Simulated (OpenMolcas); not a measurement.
# Ru⁵⁺ among point charges: CASSCF and CASPT2 levels and susceptibility

How does a field of 8 point charges split the states of Ru⁵⁺, and what χT follows?

The numbers are computed with OpenMolcas 26.06 (state-averaged CASSCF and CASPT2, spin-orbit coupling by RASSI with atomic mean-field integrals), except any that are marked as measured or tabulated.

## 1. Starting point

- Species: Ru⁵⁺ (ruthenium, Z = 44, 39 electrons)
- Basis: ANO-RCC-VTZP [7s6p4d2f1g], 68 functions
- Scalar Hamiltonian: DKH2, point nucleus
- Inactive shells: 1s 2s 2p 3s 3p 3d 4s 4p
- Active space: 3 electrons in 5 orbitals (4d)
- Some configurations of this space: 4d³
- Orbitals: optimised for each spin and parity, averaged over all roots

Outer shells as boxes (Hund's rule):

4d3
```
4d [↑ ][↑ ][↑ ][  ][  ]
```

The ion sits among 8 point charges of -1.2 e arranged as a cube (Oh), 1.99 Å from the ion.

Each step is its own input file, run in one work folder so that later steps find the files of earlier ones. Labels, J, g values, rates, χT and fits are worked out afterwards by a script from the matrices that RASSI stores. The input lists half of the charges; inversion (Group=XYZ) makes the rest.

## 2. Basis and integrals

File a.inp:

```
&GATEWAY
Coord
1

Ru 0.0 0.0 0.0
Basis=ANO-RCC-VTZP
Group=XYZ
NoMove
AngMom=0.0 0.0 0.0
AMFI
XField
4 Angstrom 0
1.148927 1.148927 1.148927 -1.200000
1.148927 1.148927 -1.148927 -1.200000
1.148927 -1.148927 1.148927 -1.200000
1.148927 -1.148927 -1.148927 -1.200000
&SEWARD
```

Run with:

```console
$ OMP_NUM_THREADS=1 MOLCAS_MEM=1689 MOLCAS_PROJECT=a pymolcas a.inp > a.log
```

The log of the run:

```text
Basis set label: RU.ANO-RCC...7S6P4D2F1G.

      Electronic valence basis set:
      ------------------
      Associated Effective Charge  44.000000 au
      Associated Actual Charge     44.000000 au
      Nuclear Model: Point charge

      Shell  nPrim  nBasis  Cartesian Spherical Contaminant
         s      21       7        X
         p      18       6        X
         d      13       4                 X
         f       6       2                 X
         g       4       1                 X
                  Relativistic Douglas-Kroll-Hess integrals:
                    - DKH order of Hamiltonian: 2
                    - DKH order of Properties : 0
                  Atomic mean-field integrals
```

## 3. Reference wave functions, quartets of even parity, 10 roots

File a.inp:

```
&RASSCF
FileOrb=start.orb
Symmetry=1
Spin=4
nActEl=3 0 0
Inactive=9 9
Ras2=5 0
CIRoot=10 10 1
SDav=10
CIMx=300
Iter=120 100
PrWF=0.3
OrbListing=Nothing
MaxOrb=0
>>> COPY $Project.JobIph JOB001
```

start.orb holds the contracted functions of the basis, ordered by shell, or the orbitals of the step before.

The log of the run:

```text
Wave function specifications:
      -----------------------------

      Number of closed shell electrons          36
      Number of electrons in active shells       3
      Max number of holes in RAS1 space          0
      Max nr of electrons in RAS3 space          0
      Number of inactive orbitals               18
      Number of active orbitals                  5
      Number of secondary orbitals              45
      Spin quantum number                      1.5
      State symmetry                             1
Orbital specifications:
      -----------------------

      Symmetry species                           1   2
                                                ag  au
      Frozen orbitals                            0   0
      Inactive orbitals                          9   9
      Active orbitals                            5   0
      RAS1 orbitals                              0   0
      RAS2 orbitals                              5   0
      RAS3 orbitals                              0   0
      Secondary orbitals                        22  23
      Deleted orbitals                           0   0
      Number of basis functions                 36  32
      Number of CSFs                            10
      Number of root(s) required                10
      Iter CI   SX   CI       RASSCF       Energy    max ROT     max BLB   max BLB  Level Ln srch  Step   QN
          iter iter root      energy       change     param      element    value   shift minimum  type update
 Nr of preliminary CI iterations:   1
      Total energies have been shifted. Add                -4000.00 au
        1   1    9    0  -533.99590249    0.00E+00   2.53E-01*   9  15 2 -4.78E-01*  0.00   0.00    SX    NO
        2   1    9    0  -534.48006477   -4.84E-01* -2.64E-02    7  16 2 -1.25E-01*  0.00   0.00    SX    NO
        3   1    8    0  -534.49337012   -1.33E-02* -7.62E-03    4  23 1  2.54E-02*  0.00   0.00    SX    NO
        4   1    8    0  -534.49420789   -8.38E-04* -1.71E-03    9  17 1 -8.66E-03*  0.00   0.00    SX    NO
        5   1    7    0  -534.49428559   -7.77E-05*  6.00E-04    9  15 2 -2.53E-03*  0.00   0.75    QN   YES
        6   1    5    0  -534.49429488   -9.29E-06*  3.70E-05    9  17 1 -2.89E-05   0.00   1.00    QN   YES
        7   1    4    0  -534.49429489   -4.47E-09   8.12E-06   14  22 1  5.66E-06   0.00   0.84    QN   YES
      Convergence after  7 iterations
        8   1    4    0  -534.49429489   -2.07E-10   8.12E-06    9  17 1 -1.09E-06   0.00   0.84    QN   YES
      Natural orbitals and occupation numbers for root  1
      sym 1:   1.000000   0.966442   0.033558   0.033558   0.966442
      Natural orbitals and occupation numbers for root  2
      sym 1:   0.019972   0.019972   1.000000   0.980028   0.980028
      Natural orbitals and occupation numbers for root  3
      sym 1:   0.905539   0.094461   1.000000   0.094461   0.905539
::    RASSCF root number  1 Total energy:  -4534.52495630
::    RASSCF root number  2 Total energy:  -4534.52495630
::    RASSCF root number  3 Total energy:  -4534.52495630
::    RASSCF root number  4 Total energy:  -4534.51157632
::    RASSCF root number  5 Total energy:  -4534.51157632
::    RASSCF root number  6 Total energy:  -4534.51157632
::    RASSCF root number  7 Total energy:  -4534.49524321
::    RASSCF root number  8 Total energy:  -4534.44603593
::    RASSCF root number  9 Total energy:  -4534.44603593
::    RASSCF root number 10 Total energy:  -4534.44603593
```

## 4. CASSCF: doublets of even parity, 40 roots

File a.inp:

```
&RASSCF
FileOrb=start.orb
Symmetry=1
Spin=2
nActEl=3 0 0
Inactive=9 9
Ras2=5 0
CIRoot=40 40 1
SDav=40
CIMx=300
Iter=120 100
PrWF=0.3
OrbListing=Nothing
MaxOrb=0
>>> COPY $Project.JobIph JOB002
```

The log of the run:

```text
Wave function specifications:
      -----------------------------

      Number of closed shell electrons          36
      Number of electrons in active shells       3
      Max number of holes in RAS1 space          0
      Max nr of electrons in RAS3 space          0
      Number of inactive orbitals               18
      Number of active orbitals                  5
      Number of secondary orbitals              45
      Spin quantum number                      0.5
      State symmetry                             1
Orbital specifications:
      -----------------------

      Symmetry species                           1   2
                                                ag  au
      Frozen orbitals                            0   0
      Inactive orbitals                          9   9
      Active orbitals                            5   0
      RAS1 orbitals                              0   0
      RAS2 orbitals                              5   0
      RAS3 orbitals                              0   0
      Secondary orbitals                        22  23
      Deleted orbitals                           0   0
      Number of basis functions                 36  32
      Number of CSFs                            40
      Number of root(s) required                40
      Iter CI   SX   CI       RASSCF       Energy    max ROT     max BLB   max BLB  Level Ln srch  Step   QN
          iter iter root      energy       change     param      element    value   shift minimum  type update
 Nr of preliminary CI iterations:   1
      Total energies have been shifted. Add                -4000.00 au
        1   1    7    0  -534.38942820    0.00E+00  -8.79E-03   12  20 1 -6.69E-03*  0.00   0.00    SX    NO
        2   1    8    0  -534.38975019   -3.22E-04*  1.68E-03    7  13 2 -4.26E-03*  0.00   0.00    SX    NO
        3   1    7    0  -534.38976676   -1.66E-05*  5.37E-04    7  13 2  9.27E-04*  0.00   0.00    SX    NO
        4   1    6    0  -534.38976831   -1.55E-06*  1.52E-04    9  17 1  3.88E-04*  0.00   0.00    SX    NO
        5   1    6    0  -534.38976849   -1.73E-07*  3.69E-05    7  13 2  1.24E-04*  0.00   0.75    QN   YES
        6   1    3    0  -534.38976851   -2.27E-08* -6.10E-07    9  17 1  1.36E-06   0.00   1.00    QN   YES
        7   1    2    0  -534.38976851   -6.37E-12   5.54E-08    4  26 1 -1.13E-07   0.00   1.00    QN   YES
      Convergence after  7 iterations
        8   1    2    0  -534.38976851   -5.46E-12   5.54E-08   12  20 1  2.26E-08   0.00   1.00    QN   YES
      Natural orbitals and occupation numbers for root  1
      sym 1:   0.121695   0.146583   1.694059   0.094406   0.943257
      Natural orbitals and occupation numbers for root  2
      sym 1:   0.095206   1.694059   0.943257   0.147384   0.120094
      Natural orbitals and occupation numbers for root  3
      sym 1:   0.303651   1.089029   0.600994   0.363933   0.642393
::    RASSCF root number  1 Total energy:  -4534.45566577
::    RASSCF root number  2 Total energy:  -4534.45566577
::    RASSCF root number  3 Total energy:  -4534.44652637
::    RASSCF root number  4 Total energy:  -4534.44652637
::    RASSCF root number  5 Total energy:  -4534.44652637
::    RASSCF root number  6 Total energy:  -4534.44544821
::    RASSCF root number  7 Total energy:  -4534.44544821
::    RASSCF root number  8 Total energy:  -4534.44544821
::    RASSCF root number  9 Total energy:  -4534.43697702
::    RASSCF root number 10 Total energy:  -4534.42553268
::    RASSCF root number 11 Total energy:  -4534.42553268
::    RASSCF root number 12 Total energy:  -4534.42553268
::    RASSCF root number 13 Total energy:  -4534.41976093
::    RASSCF root number 14 Total energy:  -4534.41976093
::    RASSCF root number 15 Total energy:  -4534.41976093
::    RASSCF root number 16 Total energy:  -4534.41923718
::    RASSCF root number 17 Total energy:  -4534.41923718
::    RASSCF root number 18 Total energy:  -4534.41923718
::    RASSCF root number 19 Total energy:  -4534.41303115
::    RASSCF root number 20 Total energy:  -4534.41303115
::    RASSCF root number 21 Total energy:  -4534.40502885
::    RASSCF root number 22 Total energy:  -4534.40502885
::    RASSCF root number 23 Total energy:  -4534.40502885
::    RASSCF root number 24 Total energy:  -4534.40417702
::    RASSCF root number 25 Total energy:  -4534.40417702
::    RASSCF root number 26 Total energy:  -4534.40270447
::    RASSCF root number 27 Total energy:  -4534.40270447
::    RASSCF root number 28 Total energy:  -4534.40270447
::    RASSCF root number 29 Total energy:  -4534.35088165
::    RASSCF root number 30 Total energy:  -4534.35088165
```

## 5. RASSI: spin-orbit coupling between the states

File a.inp:

```
&RASSI
NrOfJobIphs=2 10 40
1 2 3 4 5 6 7 8 9 10
1 2 3 4 5 6 7 8 9 10 11 12 13 14 15 16 17 18 19 20 21 22 23 24 25 26 27
28 29 30 31 32 33 34 35 36 37 38 39 40
IphNames
JOB001
JOB002
EJob
SpinOrbit
DIPRint=1.0
SOCoupling=1000.0
Subsets=2
Property=9
'ANGMOM' 1 'ANGMOM' 2 'ANGMOM' 3 'MLTPL  1' 1 'MLTPL  1' 2 'MLTPL  1' 3
'AMFI' 1 'AMFI' 2 'AMFI' 3
SOProperty=3
'ANGMOM' 1 'ANGMOM' 2 'ANGMOM' 3
```

Run with:

```console
$ OMP_NUM_THREADS=1 MOLCAS_MEM=1689 MOLCAS_PROJECT=a pymolcas a.inp > a.log
```

The log of the run:

```text
SPIN-FREE ENERGIES:
  (Shifted by EMIN (a.u.) =      -4534.5249563015)

 SF State       Relative EMIN(au)   Rel lowest level(eV)    D:o, cm**(-1)      L_eff

     1             0.0000000000        0.0000000000              0.0000         3.0
     2             0.0000000000        0.0000000000              0.0000         3.0
     3             0.0000000000        0.0000000000              0.0000         3.0
     4             0.0133799773        0.3640877301           2936.5656         3.0
     5             0.0133799773        0.3640877301           2936.5656         3.0
     6             0.0133799773        0.3640877301           2936.5656         3.0
     7             0.0297130927        0.8085344422           6521.2701         3.0
    11             0.0692905353        1.8854915198          15207.5147         4.0
    12             0.0692905353        1.8854915198          15207.5147         4.0
    13             0.0784299287        2.1341870834          17213.3797         3.9
    14             0.0784299287        2.1341870834          17213.3797         3.9
    15             0.0784299287        2.1341870834          17213.3797         3.9
    10             0.0789203708        2.1475326932          17321.0193         1.0
     8             0.0789203708        2.1475326932          17321.0193         1.0
     9             0.0789203708        2.1475326932          17321.0193         1.0
    16             0.0795080935        2.1635254414          17450.0095         4.2
    17             0.0795080935        2.1635254414          17450.0095         4.2
    18             0.0795080935        2.1635254414          17450.0095         4.2
    19             0.0879792765        2.3940380749          19309.2193         4.0
    20             0.0994236202        2.7054545321          21820.9624         2.8
    21             0.0994236202        2.7054545321          21820.9624         2.8
    22             0.0994236202        2.7054545321          21820.9624         2.8
    23             0.1051953759        2.8625120044          23087.7163         4.5
    24             0.1051953759        2.8625120044          23087.7163         4.5
    25             0.1051953759        2.8625120044          23087.7163         4.5
    26             0.1057191201        2.8767638099          23202.6649         4.8
    27             0.1057191201        2.8767638099          23202.6649         4.8
    28             0.1057191201        2.8767638099          23202.6649         4.8
    29             0.1119251533        3.0456385773          24564.7318         4.8
    30             0.1119251533        3.0456385773          24564.7318         4.8
    31             0.1199274543        3.2633922806          26321.0338         4.1
    32             0.1199274543        3.2633922806          26321.0338         4.1
    33             0.1199274543        3.2633922806          26321.0338         4.1
    34             0.1207792801        3.2865716406          26507.9880         2.4
    35             0.1207792801        3.2865716406          26507.9880         2.4
    36             0.1222518333        3.3266418560          26831.1761         2.9
    37             0.1222518333        3.3266418560          26831.1761         2.9
    38             0.1222518333        3.3266418560          26831.1761         2.9
    39             0.1740746479        4.7368124796          38204.9692         3.0
    40             0.1740746479        4.7368124796          38204.9692         3.0
Eigenvalues of complex Hamiltonian:
   -----------------------------------
  (Shifted by EMIN (a.u.) =      -4534.5249563015)

 SO State       Relative EMIN(au)   Rel lowest level(eV)    D:o, cm**(-1)     J-value

     1            -0.0098962238        0.0000000000              0.0000         1.8
     2            -0.0098962238        0.0000000000              0.0000         1.5
     3            -0.0098962238        0.0000000000              0.0000         1.6
     4            -0.0098962238        0.0000000000              0.0000         1.3
     5            -0.0061902829        0.1008437904            813.3600         2.1
     6            -0.0061902829        0.1008437904            813.3600         2.1
     7            -0.0005040495        0.2555740846           2061.3440         2.6
     8            -0.0005040495        0.2555740846           2061.3440         2.5
     9            -0.0005040495        0.2555740846           2061.3440         2.5
    10            -0.0005040495        0.2555740846           2061.3440         2.5
    11             0.0056611496        0.4233376973           3414.4488         3.2
    12             0.0056611496        0.4233376973           3414.4488         3.2
    13             0.0103452413        0.5507983246           4442.4881         2.5
    14             0.0103452413        0.5507983246           4442.4881         2.7
    15             0.0103452413        0.5507983246           4442.4881         2.5
    16             0.0103452413        0.5507983246           4442.4881         2.7
    17             0.0108381519        0.5642111075           4550.6695         2.7
    18             0.0108381519        0.5642111075           4550.6695         2.7
    19             0.0155118508        0.6913889325           5576.4278         3.2
    20             0.0155118508        0.6913889325           5576.4278         3.2
    21             0.0175268446        0.7462197067           6018.6678         3.1
    22             0.0175268446        0.7462197067           6018.6678         3.0
    23             0.0175268446        0.7462197067           6018.6678         3.8
    24             0.0175268446        0.7462197067           6018.6678         3.8
    25             0.0316415573        1.1303006054           9116.4892         3.0
    26             0.0316415573        1.1303006054           9116.4892         3.6
    27             0.0316415573        1.1303006054           9116.4892         3.6
    28             0.0316415573        1.1303006054           9116.4892         3.0
    29             0.0657646273        2.0588366431          16605.6374         2.5
    30             0.0657646273        2.0588366431          16605.6374         2.5
    31             0.0657646273        2.0588366431          16605.6374         3.2
    32             0.0657646273        2.0588366431          16605.6374         3.2
    33             0.0712348385        2.2076886737          17806.2100         0.6
    34             0.0712348385        2.2076886737          17806.2100         0.6
    35             0.0718085283        2.2232995688          17932.1204         1.6
    36             0.0718085283        2.2232995688          17932.1204         1.5
    37             0.0718085283        2.2232995688          17932.1204         1.6
    38             0.0718085283        2.2232995688          17932.1204         1.7
    39             0.0738323115        2.2783695149          18376.2894         2.8
    40             0.0738323115        2.2783695149          18376.2894         2.8
    41             0.0752103814        2.3158687079          18678.7408         3.3
Weights of the five most important spin-orbit-free states for each spin-orbit state.

 SO State  Total energy (au)           Spin-free states, spin, and weights
 -------------------------------------------------------------------------------------------------------
    1        -0.009896       3 1.5  0.4750    2 1.5  0.1783    1 1.5  0.1783    6 1.5  0.0628    4 1.5  0.0480
    2        -0.009896       1 1.5  0.3532    2 1.5  0.2808    3 1.5  0.1975    5 1.5  0.0676    4 1.5  0.0601
    3        -0.009896       3 1.5  0.3419    2 1.5  0.2768    1 1.5  0.2129    6 1.5  0.0726    4 1.5  0.0512
    4        -0.009896       2 1.5  0.3729    1 1.5  0.3644    3 1.5  0.0943    5 1.5  0.0672    6 1.5  0.0422
    5        -0.006190       2 1.5  0.3154    1 1.5  0.3154    3 1.5  0.3154    4 1.5  0.0165    5 1.5  0.0165
    6        -0.006190       3 1.5  0.3154    2 1.5  0.3154    1 1.5  0.3154    4 1.5  0.0165    6 1.5  0.0165
    7        -0.000504       3 1.5  0.4718    2 1.5  0.1656    1 1.5  0.1577    6 1.5  0.0801    4 1.5  0.0582
    8        -0.000504       3 1.5  0.4297    1 1.5  0.2731    2 1.5  0.0922    6 1.5  0.0747    4 1.5  0.0611
    9        -0.000504       1 1.5  0.3733    2 1.5  0.3655    5 1.5  0.0748    4 1.5  0.0683    3 1.5  0.0563
   10        -0.000504       2 1.5  0.4368    1 1.5  0.2560    3 1.5  0.1023    5 1.5  0.0727    4 1.5  0.0654
   11         0.005661       1 1.5  0.2893    2 1.5  0.2893    3 1.5  0.2893    4 1.5  0.0407    6 1.5  0.0407
   12         0.005661       1 1.5  0.2893    3 1.5  0.2893    2 1.5  0.2893    4 1.5  0.0407    6 1.5  0.0407
```

These steps: 9.1 s of run time, 1 thread of Arm Neoverse V2, shared host.

Spin-free states, with their symmetry labels:

| state | degeneracy | E (cm-1) | free-ion L (%) |
| --- | --- | --- | --- |
| 4T1 | 3 | 0 | F (99) |
| 4T2 | 3 | 2937 | F (100) |
| 4A2 | 1 | 6521 | F (100) |
| 2E | 2 | 15208 | G (68) |
| 2T2 | 3 | 17213 | G (93) |
| 4T1 | 3 | 17321 | P (99) |
| 2T1 | 3 | 17450 | G (80) |
| 2A1 | 1 | 19309 | G (100) |
| 2T1 | 3 | 21821 | P (67) |
| 2T2 | 3 | 23088 | H (76) |
| 2T1 | 3 | 23203 | H (87) |
| 2E | 2 | 24565 | H (80) |
| 2T1 | 3 | 26321 | H (62) |
| 2E | 2 | 26508 | D (84) |
| 2T2 | 3 | 26831 | D (77) |
| 2T2 | 3 | 38205 | F (99) |
| 2T1 | 3 | 38251 | F (97) |
| 2A2 | 1 | 39254 | F (100) |
| 2T2 | 3 | 59570 | D (98) |
| 2E | 2 | 59914 | D (100) |

With spin-orbit coupling:

| E (cm-1) | Degeneracy | Label | 2S+1 | g |
| --- | --- | --- | --- | --- |
| 0.0 | 4 | Γ8 | 4 |  |
| 813.4 | 2 | Γ7 | 4 | 1.78 1.78 1.78 |
| 2061 | 4 | Γ8 | 4 |  |
| 3414 | 2 | Γ6 | 4 | 2.05 2.05 2.05 |
| 4442 | 4 | Γ8 | 4 |  |
| 4551 | 2 | Γ7 | 4 | 3.75 3.75 3.75 |
| 5576 | 2 | Γ6 | 4 | 0.08 0.08 0.08 |
| 6019 | 4 | Γ8 | 4 |  |
| 9116 | 4 | Γ8 | 4 |  |
| 16606 | 4 | Γ8 | 2 |  |
| 17806 | 2 | Γ6 | 4 | 2.52 2.52 2.52 |
| 17932 | 4 | Γ8 | 4 |  |
| 18376 | 2 | Γ7 | 2 | 2.40 2.40 2.40 |
| 18679 | 2 | Γ6 | 2 | 0.24 0.24 0.24 |
| 19154 | 4 | Γ8 | 2 |  |
| 19979 | 4 | Γ8 | 4 |  |
| 19990 | 2 | Γ7 | 4 | 2.59 2.59 2.59 |
| 20666 | 4 | Γ8 | 2 |  |
| 20938 | 2 | Γ6 | 2 | 1.87 1.87 1.87 |
| 24006 | 2 | Γ6 | 2 | 1.32 1.32 1.32 |
| 24162 | 4 | Γ8 | 2 |  |
| 24957 | 4 | Γ8 | 2 |  |
| 25800 | 2 | Γ6 | 2 | 3.35 3.35 3.35 |
| 25835 | 4 | Γ8 | 2 |  |

Principal g values are given for doublets only; a zero marks a field direction without first-order Zeeman splitting.

Powder χT (cm³ K/mol): 0.12 at 2 K, 0.12 at 5 K, 0.12 at 10 K, 0.12 at 20 K, 0.14 at 50 K, 0.16 at 100 K, 0.18 at 150 K, 0.20 at 200 K, 0.23 at 250 K, 0.25 at 300 K.

A ligand-field fit to the states below 45000 cm-1 gives 10Dq = -3624 cm-1, B = 993 cm-1 and C = 4075 cm-1 (C/B = 4.10), with a deviation of 62 cm-1.

(Part 1 of 2 ends here.)
